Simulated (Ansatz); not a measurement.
# CH6BNZn: how energies converge with the basis set

One table from this session's results is given with a row withheld; the runs are named, their logs left out.

The runs use Ansatz 0.2.0, Gaussian basis; one geometry, several basis sets.

The runs, in order: PBE0-D4/def2-SVP; ωB97M-V/def2-SVP; PBE0-D4/def2-QZVPP; ωB97M-V/def2-QZVPP; the functionals' def2-TZVPP values are taken from earlier runs.

## Structure used throughout

The geometry comes from an earlier relaxation with PBE0-D4 in a triple-zeta def2 set; it is a stationary point, not always the lowest conformer.

SMILES `B[CH2][Zn][NH2]`, 10 atoms, charge 0, spin multiplicity 1.

Atoms are counted from 1 here; the program's logs count them from 0.

Bond lengths: B1–C2 1.499 Å, B1–H5 1.202 Å, B1–H6 1.202 Å, C2–Zn3 1.987 Å, C2–H7 1.092 Å, C2–H8 1.092 Å, Zn3–N4 1.815 Å, N4–H9 1.009 Å, N4–H10 1.009 Å. Angles: C2–B1–H5 120.7°, C2–B1–H6 120.7°, H5–B1–H6 118.3°, B1–C2–Zn3 89.6°, B1–C2–H7 120.6°, B1–C2–H8 120.6°, Zn3–C2–H7 103.0°, Zn3–C2–H8 103.0°, H7–C2–H8 112.5°, C2–Zn3–N4 170.7°, Zn3–N4–H9 119.2°, Zn3–N4–H10 119.2°, H9–N4–H10 108.6°.

Geometry (Å):

```csv
atom,x (Å),y (Å),z (Å)
B1,-1.5195,-0.2816,-0.8465
C2,-0.4788,-1.2986,-0.4852
Zn3,0.6152,0.1359,0.3465
N4,1.8054,1.2328,1.1688
H5,-1.4449,0.3354,-1.8759
H6,-2.3901,0.0091,-0.0697
H7,-0.6437,-1.9931,0.3412
H8,0.1880,-1.7066,-1.2476
H9,1.5556,1.6570,2.0501
H10,2.3129,1.9096,0.6183
```

The first run:

Input file in.yaml:

```yaml
crystal:
  periodic: [false, false, false]
  atoms:
    - {symbol: B, position_ang: [-1.519503, -0.281552, -0.846485]}
    - {symbol: C, position_ang: [-0.478834, -1.298609, -0.485199]}
    - {symbol: Zn, position_ang: [0.615246, 0.135931, 0.346490]}
    - {symbol: N, position_ang: [1.805368, 1.232816, 1.168838]}
    - {symbol: H, position_ang: [-1.444889, 0.335423, -1.875880]}
    - {symbol: H, position_ang: [-2.390130, 0.009142, -0.069667]}
    - {symbol: H, position_ang: [-0.643721, -1.993126, 0.341160]}
    - {symbol: H, position_ang: [0.188002, -1.706583, -1.247619]}
    - {symbol: H, position_ang: [1.555569, 1.656958, 2.050096]}
    - {symbol: H, position_ang: [2.312912, 1.909600, 0.618265]}
basis:
  gaussian: {orbitals: def2-SVP}
hamiltonian: {xc: pbe0, dispersion: d4}
output: {orbitals: {seedname: orbitals}}
```

Run with:

```bash
> ansatz run in.yaml --threads 4 --pin off --events-out ev --progress --plain --max-ram 10444MiB
```

Steps of the session up to this table: PBE0-D4 in def2-SVP; ωB97M-V in def2-SVP; PBE0-D4 in def2-QZVPP; ωB97M-V in def2-QZVPP.

One table of the session follows, with a row left open; its other results are not shown here.

It belongs to the step «Density functionals: the series». 

```
functional       basis  HOMO (eV)
   PBE0-D4    def2-SVP      -6.56
   PBE0-D4  def2-TZVPP      -7.02
   PBE0-D4  def2-QZVPP      -7.05
   ωB97M-V    def2-SVP      -8.93
   ωB97M-V  def2-TZVPP          ?
   ωB97M-V  def2-QZVPP      -9.43
```

Estimate the missing values for ωB97M-V, def2-TZVPP.

The run gave: HOMO (eV): -9.40. In the column «HOMO (eV)» it lies between ωB97M-V, def2-QZVPP (-9.43) and ωB97M-V, def2-SVP (-8.93).
